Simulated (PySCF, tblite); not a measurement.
**C4H8OP2: geometry, infrared bands and NMR shifts**

Wanted: the infrared bands and NMR shifts of C4H8OP2 (`CP(C#CP)CO`), by calculation.

Computed with tblite 0.8.0 and PySCF 2.14.0, with density-fitted response routines of our own, on a single molecule in the gas phase. Atoms count from 0, in the outputs and in this text.

## Step 1: Starting geometry

15 atoms, charge 0, multiplicity 1; geometry from: force field or distance geometry start.

Bonds of the start (Å): C0–P1 1.83, P1–C2 1.82, C2–C3 1.20, C3–P4 1.83, P1–C5 1.83, C5–O6 1.41, C0–H7 1.09, C0–H8 1.13, C0–H9 1.14, P4–H10 1.46, P4–H11 1.48, C5–H12 1.08, C5–H13 1.13, O6–H14 1.01.

## Step 2: Geometry optimisation with GFN2-xTB

What the job is given:

```
{"job": {"kind": "relax", "xc": "GFN2-xTB", "basis": "xTB"}, "charge": 0, "multiplicity": 1}
C     -1.798400    -1.437200    -0.201800
P     -0.819200    -0.059900     0.488000
C      0.939300    -0.448400     0.195100
C      2.099200    -0.674000    -0.023600
P      3.867100    -1.017600    -0.321700
C     -1.291300     1.618600    -0.069600
O     -1.908800     2.315200     0.987200
H     -1.435700    -1.838900    -1.152700
H     -1.929500    -2.264200     0.558700
H     -2.872200    -1.103900    -0.384800
H      4.637100    -0.481600     0.803200
H      4.334700    -0.231600    -1.481100
H     -1.847200     1.668300    -0.991800
H     -0.315300     2.168800    -0.240500
H     -1.664200     1.794500     1.813600
```

Run with:

```bash
$ OMP_NUM_THREADS=1 python probes_run.py task.json out
```

The driver reads the jobs from task.json and runs them one after another.

**Question.** This job is followed by: GFN2-xTB harmonic vibrations, gas phase; GIAO PBE0/pcSseg-1 NMR shielding, non-relativistic, gas phase. Predict these results of the whole session: strongest single infrared mode (GFN2-xTB); zero-point energy (GFN2-xTB); 13C shifts against TMS (PBE0/pcSseg-1); 1H shifts against TMS (PBE0/pcSseg-1, means over atoms taken as alike); 31P shifts against H3PO4 (PBE0/pcSseg-1); 17O shifts against H2O (PBE0/pcSseg-1).

As calculated:

| quantity | value |
| --- | --- |
| strongest single infrared mode (GFN2-xTB) | 2278 cm⁻¹, 178 km/mol |
| zero-point energy (GFN2-xTB) | 65.7 kcal/mol |
| 13C shifts against TMS (PBE0/pcSseg-1) | 111.8, 102.5, 73.1, 15.5 ppm |
| 1H shifts against TMS (PBE0/pcSseg-1, means over atoms taken as alike) | 4.33, 3.87, 1.47, -0.09 ppm |
| 31P shifts against H3PO4 (PBE0/pcSseg-1) | -91.5, -219.6 ppm |
| 17O shifts against H2O (PBE0/pcSseg-1) | 28.8 ppm |

**Reading.** Relaxing lowered the energy by 1.704 eV in 119 steps; the close pair that moved most is P4–H11, from 1.477 to 1.401 Å. All 39 modes are real, so the xTB geometry is a minimum. The strongest single mode, at 2278 cm⁻¹, moves mainly H10 and H11. GFN2-xTB is a fitted tight-binding method: band positions and strengths are rough. Its intensities can rank the bands wrongly. H12, H13 (mean) (hydrogen on an sp3 CH2 bonded to O and P) lies farthest downfield among hydrogen, at 4.33 ppm; its carbon carries O, hence the downfield position. At PBE0/pcSseg-1: The widest tensor belongs to C2: span 301 ppm, with a paramagnetic part of -198 ppm.
